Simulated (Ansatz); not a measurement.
# C2H8Ge: vertical ionisation energy

How much energy removes an electron from C2H8Ge at fixed geometry? The cation is run at each level and the neutral's energy taken from earlier runs.

Program: Ansatz 0.2.0, Gaussian basis. Level of theory: unrestricted cation, the program's frozen cores in correlated methods. These are calculated values, not measurements.

Plan: UKS PBE-D4/def2-TZVPP; UKS r2SCAN-D4/def2-TZVPP; UKS PBE0-D4/def2-TZVPP; UKS B3LYP-D4/def2-TZVPP; UKS wB97X-V/def2-TZVPP; UKS wB97M-V/def2-TZVPP; UKS B2PLYP/def2-TZVPP; UHF-CCSD(T)/def2-TZVPP; UHF-MP2/def2-QZVPP; extrapolation to the limit; then −ε(HOMO) from the neutral's earlier runs with LDA (SPW92), PBE-D4, revPBE-D4, BLYP-D4, r2SCAN-D4, B97M-V, PBE0-D4, B3LYP-D4, r2SCANh-D4, r2SCAN0-D4, HSE06-D4, BHLYP-D4, CAM-B3LYP-D4, LC-ωPBE, ωB97X-V, ωB97M-V.

## Step 1: The geometry

An earlier PBE0-D4 in a triple-zeta def2 set relaxation fixed the geometry.

SMILES `C[CH2][GeH3]`, 11 atoms, charge 0, spin multiplicity 1.

Atoms are counted from 1 here; the program's logs count them from 0.

Bond lengths: C1–C2 1.522 Å, C1–H4 1.093 Å, C1–H5 1.094 Å, C1–H6 1.093 Å, C2–Ge3 1.960 Å, C2–H7 1.093 Å, C2–H8 1.093 Å, Ge3–H9 1.541 Å, Ge3–H10 1.541 Å, Ge3–H11 1.540 Å. Angles: C2–C1–H4 111.5°, C2–C1–H5 111.5°, C2–C1–H6 111.5°, H4–C1–H5 107.4°, H4–C1–H6 107.3°, H5–C1–H6 107.4°, C1–C2–Ge3 113.0°, C1–C2–H7 110.8°, C1–C2–H8 110.8°, Ge3–C2–H7 107.7°, Ge3–C2–H8 107.7°, H7–C2–H8 106.6°, C2–Ge3–H9 110.0°, C2–Ge3–H10 110.0°, C2–Ge3–H11 111.1°, H9–Ge3–H10 108.2°, H9–Ge3–H11 108.7°, H10–Ge3–H11 108.7°.

## Step 2: Cation, UKS PBE-D4/def2-TZVPP

The input, in.yaml:

```yaml
crystal:
  periodic: [false, false, false]
  atoms:
    - {symbol: C, position_ang: [-0.776669, 1.150718, -0.363121]}
    - {symbol: C, position_ang: [-0.433720, -0.325670, -0.503252]}
    - {symbol: Ge, position_ang: [1.029299, -0.888377, 0.673541]}
    - {symbol: H, position_ang: [0.079538, 1.785876, -0.605055]}
    - {symbol: H, position_ang: [-1.594742, 1.436370, -1.030212]}
    - {symbol: H, position_ang: [-1.085539, 1.395497, 0.656551]}
    - {symbol: H, position_ang: [-0.142417, -0.561238, -1.530574]}
    - {symbol: H, position_ang: [-1.302036, -0.949806, -0.274735]}
    - {symbol: H, position_ang: [0.650420, -0.634196, 2.145366]}
    - {symbol: H, position_ang: [2.302319, -0.080055, 0.356577]}
    - {symbol: H, position_ang: [1.338745, -2.386121, 0.495314]}
basis:
  gaussian: {orbitals: def2-TZVPP}
total_charge: 1
magnetization: {spin_polarized: true, initial_magnetization: 1}
hamiltonian: {xc: pbe, dispersion: d4}
```

Run with:

```sh
$ ansatz run in.yaml --threads 2 --pin off --events-out ev --progress --plain --max-ram 20480MiB --backend cpu
```

The program printed:

```text
Functional definition: PBE
  name "PBE"
  cite "Perdew, Burke & Ernzerhof, Phys. Rev. Lett. 77, 3865 (1996) doi:10.1103/PhysRevLett.77.3865"
  parent pbe
  parameter kappa = 0.804
  parameter beta = 0.06672455060314922
  exchange = pbe_x(kappa = kappa, mu = beta*pi^2/3)
  correlation = pbe_c(beta = beta)
1190 factors; their error is unknown
mean field evaluation 1: about -58676.3919 eV, gradient 7.1e1 eV
mean field evaluation 2: about -58510.2914 eV, gradient 1.6e2 eV
mean field evaluation 4: about -58696.7935 eV, gradient 2.3e1 eV
mean field evaluation 8: about -58701.3406 eV, gradient 1.4e0 eV
mean field evaluation 16: about -58701.3324 eV, gradient 4.0e-3 eV
mean field evaluation 32: about -58698.9320 eV, gradient 1.3e1 eV
mean field -58701.33238363 eV, -2157.2341759064 hartree, gradient 9.4e-6 eV, S^2 0.751862; 7 other end points of the search recorded, 0 dependent functions left out
reference -58701.33242352 eV, -2157.2341773720 hartree; 26, 25 occupied and 196, 197 virtual orbitals, 1190 factors
Total energy: -58701.47654793 eV, -2157.2394738467 hartree
```

Run time: 12 s. Hardware: 2 threads of AMD EPYC 7R13, shared host; peak memory 0.62 GiB.

The neutral molecule at this level: -58711.6680 eV. Difference: 10.191 eV. ⟨S²⟩ = 0.752.

## Step 3: Cation, UKS r2SCAN-D4/def2-TZVPP

Changes to in.yaml since step 2:

```diff
@@ -18,2 +18,2 @@
 magnetization: {spin_polarized: true, initial_magnetization: 1}
-hamiltonian: {xc: pbe, dispersion: d4}
+hamiltonian: {xc: r2scan, dispersion: d4}
```

Same command.

The program printed (excerpt; [...] marks lines left out):

```text
Functional definition: r2SCAN
  name "r2SCAN"
  cite "Furness, Kaplan, Ning, Perdew & Sun, J. Phys. Chem. Lett. 11, 8208 (2020) doi:10.1021/acs.jpclett.0c02405"
  cite "Furness, Kaplan, Ning, Perdew & Sun, J. Phys. Chem. Lett. 11, 9248 (2020) doi:10.1021/acs.jpclett.0c03077"
  parent r2scan
[...]
1190 factors; their error is unknown
[...]
mean field -58711.57239618 eV, -2157.6104894264 hartree, gradient 1.0e-5 eV, S^2 0.754325; 7 other end points of the search recorded, 0 dependent functions left out
reference -58711.57241006 eV, -2157.6104899365 hartree; 26, 25 occupied and 196, 197 virtual orbitals, 1190 factors
Total energy: -58711.60690497 eV, -2157.6117576012 hartree
```

Wall time 21 s (2 threads of AMD EPYC 7R13, shared host); peak memory 0.66 GiB.

Less the neutral's -58721.8571 eV (earlier run), this gives 10.250 eV. ⟨S²⟩ = 0.754.

## Step 4: Cation, UKS PBE0-D4/def2-TZVPP

Changes to in.yaml since step 3:

```diff
@@ -18,2 +18,2 @@
 magnetization: {spin_polarized: true, initial_magnetization: 1}
-hamiltonian: {xc: r2scan, dispersion: d4}
+hamiltonian: {xc: pbe0, dispersion: d4}
```

Same command.

The program printed:

```text
Functional definition: PBE0
  name "PBE0"
  cite "Adamo & Barone, J. Chem. Phys. 110, 6158 (1999) doi:10.1063/1.478522"
  cite "Perdew, Burke & Ernzerhof, Phys. Rev. Lett. 77, 3865 (1996) doi:10.1103/PhysRevLett.77.3865"
  parent pbe
  parameter a = 0.25
  parameter kappa = 0.804
  parameter beta = 0.06672455060314922
  exchange = (1 - a)*pbe_x(kappa = kappa, mu = beta*pi^2/3) + a*exact_x
  correlation = pbe_c(beta = beta)
1233 factors; their error is unknown
mean field evaluation 1: about -58685.1321 eV, gradient 5.9e1 eV
mean field evaluation 2: about -58618.9461 eV, gradient 1.1e2 eV
mean field evaluation 4: about -58701.2970 eV, gradient 1.4e1 eV
mean field evaluation 8: about -58702.9505 eV, gradient 4.1e-1 eV
mean field evaluation 16: about -58703.2214 eV, gradient 7.2e-3 eV
mean field evaluation 32: about -58703.1954 eV, gradient 1.7e0 eV
mean field -58703.22136046 eV, -2157.3035945245 hartree, gradient 1.4e-5 eV, S^2 0.753567; 4 other end points of the search recorded, 0 dependent functions left out
reference -58703.22139039 eV, -2157.3035956244 hartree; 26, 25 occupied and 196, 197 virtual orbitals, 1233 factors
Total energy: -58703.34203431 eV, -2157.3080292065 hartree
```

Wall time 13 s (2 threads of AMD EPYC 7R13, shared host); peak memory 0.7 GiB.

The neutral molecule at this level: -58713.7284 eV. Difference: 10.386 eV. ⟨S²⟩ = 0.754.

## Step 5: Cation, UKS B3LYP-D4/def2-TZVPP

Changes to in.yaml since step 4:

```diff
@@ -18,2 +18,2 @@
 magnetization: {spin_polarized: true, initial_magnetization: 1}
-hamiltonian: {xc: pbe0, dispersion: d4}
+hamiltonian: {xc: {name: B3LYP}, dispersion: d4}
```

The command is unchanged.

The program printed (excerpt; [...] marks lines left out):

```text
Functional definition: B3LYP
  name "B3LYP"
  cite "Stephens, Devlin, Chabalowski & Frisch, J. Phys. Chem. 98, 11623 (1994) doi:10.1021/j100096a001"
  cite "Becke, Phys. Rev. A 38, 3098 (1988) doi:10.1103/PhysRevA.38.3098"
  cite "Lee, Yang & Parr, Phys. Rev. B 37, 785 (1988) doi:10.1103/PhysRevB.37.785"
  cite "Vosko, Wilk & Nusair, Can. J. Phys. 58, 1200 (1980) doi:10.1139/p80-159"
[...]
1221 factors; their error is unknown
[...]
mean field -58714.72914267 eV, -2157.7264977202 hartree, gradient 4.6e-6 eV, S^2 0.752905; 4 other end points of the search recorded, 0 dependent functions left out
reference -58714.72940004 eV, -2157.7265071786 hartree; 26, 25 occupied and 196, 197 virtual orbitals, 1221 factors
Total energy: -58714.96218625 eV, -2157.7350619138 hartree
```

Run time: 11 s. Hardware: 2 threads of AMD EPYC 7R13, shared host; peak memory 0.7 GiB.

The neutral molecule at this level: -58725.4007 eV. Difference: 10.438 eV. ⟨S²⟩ = 0.753.

## Step 6: Cation, UKS wB97X-V/def2-TZVPP

Changes to in.yaml since step 5:

```diff
@@ -18,2 +18,2 @@
 magnetization: {spin_polarized: true, initial_magnetization: 1}
-hamiltonian: {xc: {name: B3LYP}, dispersion: d4}
+hamiltonian: {xc: {name: wB97X-V}}
```

The command is unchanged.

The program printed (excerpt; [...] marks lines left out):

```text
Functional definition: wB97X-V
  name "wB97X-V"
  cite "Mardirossian & Head-Gordon, Phys. Chem. Chem. Phys. 16, 9904 (2014) doi:10.1039/C3CP54374A"
  cite "Becke, J. Chem. Phys. 107, 8554 (1997) doi:10.1063/1.475007"
  cite "Vydrov & Van Voorhis, J. Chem. Phys. 133, 244103 (2010) doi:10.1063/1.3521275"
[...]
      + integral(e_c_pw_opposite_spin*poly(b97_u_opposite, cos0, cos1)) + vv10(b, c)
1221 factors; their error is unknown
306 factors; integrals over basis functions are off by at most 8.5e-6 eV
[...]
mean field -58707.26820373 eV, -2157.4523132715 hartree, gradient 1.5e-5 eV, S^2 0.753706; 4 other end points of the search recorded, 0 dependent functions left out
reference -58707.26820180 eV, -2157.4523132006 hartree; 26, 25 occupied and 196, 197 virtual orbitals, 1221 factors
Total energy: -58707.26820180 eV, -2157.4523132006 hartree
```

It took 28 s on 2 threads of AMD EPYC 7R13, shared host; peak memory 0.92 GiB.

Less the neutral's -58717.7883 eV (earlier run), this gives 10.520 eV. ⟨S²⟩ = 0.754.

## Step 7: Cation, UKS wB97M-V/def2-TZVPP

Changes to in.yaml since step 6:

```diff
@@ -18,2 +18,2 @@
 magnetization: {spin_polarized: true, initial_magnetization: 1}
-hamiltonian: {xc: {name: wB97X-V}}
+hamiltonian: {xc: {name: wB97M-V}}
```

The command is unchanged.

The program printed (excerpt; [...] marks lines left out):

```text
Functional definition: wB97M-V
  name "wB97M-V"
  cite "Mardirossian & Head-Gordon, J. Chem. Phys. 144, 214110 (2016) doi:10.1063/1.4952647"
  cite "Becke, J. Chem. Phys. 107, 8554 (1997) doi:10.1063/1.475007"
  cite "Vydrov & Van Voorhis, J. Chem. Phys. 133, 244103 (2010) doi:10.1063/1.3521275"
  # Of w^i u^j: cxij and so on, Table III.
[...]
  gx(w, u) = 1 - cx + cx01*u + cx10*w
  gss(w, u) = css00 + css04*u^4 + css10*w + css20*w^2 + css43*w^4*u^3
  gos(w, u) = cos00 + cos10*w + (cos20 + cos21*u)*w^2 + (cos60 + cos61*u)*w^6
[...]
      + integral(e_c_pw_mod_opposite_spin*gos(b97_w_opposite, b97_u_opposite)) + vv10(b, c)
1218 factors; their error is unknown
306 factors; integrals over basis functions are off by at most 8.5e-6 eV
[...]
mean field -58708.08070854 eV, -2157.4821722725 hartree, gradient 1.9e-5 eV, S^2 0.752616; 4 other end points of the search recorded, 0 dependent functions left out
reference -58708.08075626 eV, -2157.4821740263 hartree; 26, 25 occupied and 196, 197 virtual orbitals, 1218 factors
Total energy: -58708.08075626 eV, -2157.4821740263 hartree
```

It took 29 s on 2 threads of AMD EPYC 7R13, shared host; peak memory 0.97 GiB.

Less the neutral's -58718.5906 eV (earlier run), this gives 10.510 eV. ⟨S²⟩ = 0.753.

## Step 8: Cation, UKS B2PLYP (frozen core)/def2-TZVPP

Changes to in.yaml since step 7:

```diff
@@ -18,2 +18,2 @@
 magnetization: {spin_polarized: true, initial_magnetization: 1}
-hamiltonian: {xc: {name: wB97M-V}}
+hamiltonian: {xc: {name: B2PLYP}}
```

Same command.

The program printed (excerpt; [...] marks lines left out):

```text
Functional definition: B2PLYP
  name "B2PLYP"
  cite "Grimme, J. Chem. Phys. 124, 034108 (2006) doi:10.1063/1.2148954"
  cite "Becke, Phys. Rev. A 38, 3098 (1988) doi:10.1103/PhysRevA.38.3098"
  cite "Lee, Yang & Parr, Phys. Rev. B 37, 785 (1988) doi:10.1103/PhysRevB.37.785"
[...]
1294 factors; integrals over basis functions are off by at most 9.5e-4 eV
[...]
mean field -58695.42970454 eV, -2157.0172564508 hartree, gradient 2.1e-6 eV, S^2 0.755949; 6 other end points of the search recorded, 0 dependent functions left out
11 core orbitals not correlated: weight in the atoms' cores, before any rotation towards them, 1.000 or more for the frozen orbitals, at most 0.000 for the correlated occupied ones
reference -58695.42986760 eV, -2157.0172624429 hartree; 15, 14 occupied and 196, 197 virtual orbitals, 1294 factors
second order -19.69156857 eV of doubles, -0.00000000 eV of singles
Total energy: -58700.74659111 eV, -2157.2126484283 hartree
```

Wall time 21 s (2 threads of AMD EPYC 7R13, shared host); peak memory 0.92 GiB.

The neutral molecule at this level: -58711.2164 eV. Difference: 10.470 eV. ⟨S²⟩ = 0.756.

## Step 9: Cation, UHF-CCSD(T)/def2-TZVPP

Changes to in.yaml since step 8:

```diff
@@ -18,2 +18,3 @@
 magnetization: {spin_polarized: true, initial_magnetization: 1}
-hamiltonian: {xc: {name: B2PLYP}}
+correlation: {method: ccsd_t}
+scf: {omitted_lower_state_checks: [cluster_reference]}
```

Run with:

```sh
$ ansatz run in.yaml --threads 2 --pin off --events-out ev --progress --plain --max-ram 20480MiB --backend cuda --devices 0, --max-vram 18GiB
```

The program printed (excerpt; [...] marks lines left out):

```text
Functional definition: HF
  name "HF"
  cite "Fock, Z. Phys. 61, 126 (1930) doi:10.1007/BF01340294"
  parent pbe
[...]
1294 factors; integrals over basis functions are off by at most 9.5e-4 eV
[...]
mean field -58652.13768256 eV, -2155.4263039872 hartree, gradient 2.0e-6 eV, S^2 0.760484; 5 other end points of the search recorded, 0 dependent functions left out
11 core orbitals not correlated: weight in the atoms' cores, before any rotation towards them, 1.000 or more for the frozen orbitals, at most 0.000 for the correlated occupied ones
reference -58652.13768256 eV, -2155.4263039872 hartree; 15, 14 occupied and 196, 197 virtual orbitals, 1294 factors
second order -16.06656939 eV of doubles, -0.00000000 eV of singles
cycle   1  -16.64890748 eV  change   -5.8e-1 eV  update   9.9e-2
[...]
cycle  15  -17.28883908 eV  change    2.4e-5 eV  update   2.7e-5
perturbative correction -0.61030227 eV, -0.0224281946 hartree
Total energy: -58670.03682390 eV, -2156.0840852991 hartree
Checks for a lower state left out: cluster_reference
```

It took 13 s on 1 × H100 (card shared with other runs) with 2 threads of AMD EPYC 7R13, shared host; peak host memory 0.83 GiB.

Less the neutral's -58680.6562 eV (earlier run), this gives 10.619 eV. ⟨S²⟩ = 0.760. T1 = 0.018 (report).

## Step 10: Cation, UHF-MP2/def2-QZVPP

Changes to in.yaml since step 9:

```diff
@@ -15,6 +15,6 @@
 basis:
-  gaussian: {orbitals: def2-TZVPP}
+  gaussian: {orbitals: "def2-QZVPP.json"}
 total_charge: 1
 magnetization: {spin_polarized: true, initial_magnetization: 1}
-correlation: {method: ccsd_t}
+correlation: {method: mp2}
 scf: {omitted_lower_state_checks: [cluster_reference]}
```

Same command.

The program printed (excerpt; [...] marks lines left out):

```text
Functional definition: HF
  name "HF"
  cite "Fock, Z. Phys. 61, 126 (1930) doi:10.1007/BF01340294"
  parent pbe
[...]
2678 factors; integrals over basis functions are off by at most 9.1e-4 eV
[...]
mean field -58653.42021524 eV, -2155.4734361941 hartree, gradient 2.4e-6 eV, S^2 0.760515; 5 other end points of the search recorded, 0 dependent functions left out
11 core orbitals not correlated: weight in the atoms' cores, before any rotation towards them, 1.000 or more for the frozen orbitals, at most 0.000 for the correlated occupied ones
reference -58653.42021524 eV, -2155.4734361941 hartree; 15, 14 occupied and 417, 418 virtual orbitals, 2678 factors
second order -23.78168572 eV of doubles, -0.00000000 eV of singles
Total energy: -58677.20190096 eV, -2156.3473970245 hartree
Checks for a lower state left out: cluster_reference
```

It took 13 s on 1 × H100 (card shared with other runs) with 2 threads of AMD EPYC 7R13, shared host; peak host memory 0.97 GiB.

## Step 11: Extrapolating to the complete basis

No new run: Hartree-Fock is extrapolated as exp(−7.88√X) and correlation as X^−2.97, with X = 3 and 4; only MP2 was run in the larger set, so CCSD(T) minus MP2 is added from the smaller one.

```
  level  energy at the limit (eV)
     HF               -58653.5969
    MP2               -58683.0935
   CCSD               -58684.3157
CCSD(T)               -58684.9260
```

This is no true limit for total energies: MP2 correlation changes by a factor of 1.48 from triple to quadruple zeta (about 1.07 in light molecules), because outer-core shells are correlated in sets not made for them. Much of that cancels between molecule and atoms or ions.

The neutral's limit, from its own earlier runs, is -58695.6380 eV in the additive form (MP2 limit plus CCSD(T) minus MP2 in triple zeta), in which the cation has -58684.9260 eV.

## Step 12: The ladder

Differences are taken before rounding.

```csv
method,ionisation energy (eV),from CCSD(T)/CBS (eV),time
PBE-D4,10.19,-0.52,14 s
r2SCAN-D4,10.25,-0.46,26 s
PBE0-D4,10.39,-0.33,16 s
B3LYP-D4,10.44,-0.27,15 s
ωB97X-V,10.52,-0.19,36 s
ωB97M-V,10.51,-0.20,41 s
B2PLYP,10.47,-0.24,26 s
HF/def2-TZVPP,9.68,-1.03,
MP2/def2-TZVPP,10.74,+0.03,
CCSD/def2-TZVPP,10.59,-0.13,
CCSD(T)/def2-TZVPP,10.62,-0.09,15 s (GPU)
CCSD(T)/CBS,10.71,0,51 s (GPU)
```

Some runs used a GPU and others CPU threads alone; cost is compared among the CPU runs only.

Among the levels timed on like hardware, those that no quicker one beats, quickest first: PBE-D4 (14 s, -0.52 eV); B3LYP-D4 (15 s, -0.27 eV); B2PLYP (26 s, -0.24 eV); ωB97X-V (36 s, -0.19 eV).

Times add the cation's run and the neutral's; HF, MP2 and CCSD come out of the CCSD(T) runs.

For comparison, −ε(HOMO) of the neutral from earlier runs:

| functional | −ε(HOMO) (eV) | by energy difference (eV) |
| --- | --- | --- |
| LDA (SPW92) | 7.15 |  |
| PBE-D4 | 7.06 | 10.19 |
| revPBE-D4 | 7.01 |  |
| BLYP-D4 | 6.94 |  |
| r2SCAN-D4 | 7.31 | 10.25 |
| B97M-V | 7.42 |  |
| PBE0-D4 | 8.28 | 10.39 |
| B3LYP-D4 | 8.08 | 10.44 |
| r2SCANh-D4 | 7.77 |  |
| r2SCAN0-D4 | 8.45 |  |
| HSE06-D4 | 7.88 |  |
| BHLYP-D4 | 9.42 |  |
| CAM-B3LYP-D4 | 9.63 |  |
| LC-ωPBE | 10.97 |  |
| ωB97X-V | 10.62 | 10.52 |
| ωB97M-V | 10.48 | 10.51 |

## Step 13: What came out

| quantity | value |
| --- | --- |
| ionisation energy, CCSD(T)/CBS | 10.71 eV |
| nearest functional by difference | ωB97X-V (-0.19 eV) |
| nearest −ε(HOMO) | ωB97X-V (-0.09 eV) |
| −ε(HOMO) of PBE | 7.06 eV |
| T1 of the cation | 0.018 |

In words: Energy differences with functionals land within 0.52 eV of the reference. −ε(HOMO) of PBE misses by 3.7 eV, since self-interaction lifts the level. Among orbital estimates ωB97X-V comes nearest. Hartree-Fock falls 1.03 eV short, as the neutral has more correlation energy than the cation. The cation may have settled in a state other than its lowest; no search over hole states beyond the program's own was made. Correlated methods include outer-core shells of Ge, which these sets cover unevenly. With outer-core shells in play the reference is unsure by up to some tenths of an eV, so close misses can't be ranked.

For cost: ωB97X-V gets within 0.19 eV in 36 s; the quickest level in the cost chart, PBE-D4, takes 14 s and misses by 0.52 eV.
